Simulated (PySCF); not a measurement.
# C7H6N2: the cost of one run

Programs: PySCF 2.14.0, with density-fitted response routines of our own. Each step states its level of theory. These are calculated values for one molecule, in the gas phase or a continuum, unless marked as measured. Atoms are numbered from 0 throughout.

## 1. The molecule as given

15 atoms, charge 0, multiplicity 1; geometry from: GFN2-xTB. The atoms were then displaced at random by about 0.01 Å, so the start is not that level's minimum.

Bonds of the start (Å): C0–C1 1.38, C1–C2 1.36, C2–C3 1.44, C3–N4 1.32, N4–N5 1.35, N5–C6 1.29, C6–C7 1.41, C7–C8 1.41, C8–C0 1.37, C7–C3 1.42, C0–H9 1.11, C1–H10 1.08, C2–H11 1.08, N4–H12 0.98, C6–H13 1.07, C8–H14 1.06.

## 2. Optimising the geometry at PBE0-D3(BJ)/def2-TZVP

The job: settings as JSON, then the geometry in Å.

```
{"job": {"xc": "PBE0", "basis": "def2-TZVP", "d3": "d3bj", "grid": 2, "shake": 0.01, "kind": "geom"}, "charge": 0, "multiplicity": 1}
C     -1.878210     0.523110     0.038640
C     -1.785040    -0.852920     0.003320
C     -0.573400    -1.472880    -0.030970
C      0.604900    -0.648120    -0.024430
N      1.898600    -0.930130    -0.053900
N      2.636720     0.199760    -0.035300
C      1.824120     1.206070    -0.003340
C      0.481750     0.768210     0.001440
C     -0.795420     1.370360     0.054480
H     -2.889560     0.981400     0.066730
H     -2.686690    -1.450570     0.013950
H     -0.456580    -2.545080    -0.037700
H      2.325990    -1.811720    -0.073970
H      2.169700     2.215770     0.015960
H     -0.892220     2.429370     0.057840
```

Run with:

```
$ OMP_NUM_THREADS=2 python probes_run.py task.json out
```

The driver reads the jobs from task.json and runs them one after another.

**Question.** How long does this first job take on 2 threads of Intel Xeon at 2.50GHz, shared host, and how much memory does it need?

About 14 min, with a peak of 2 GiB.
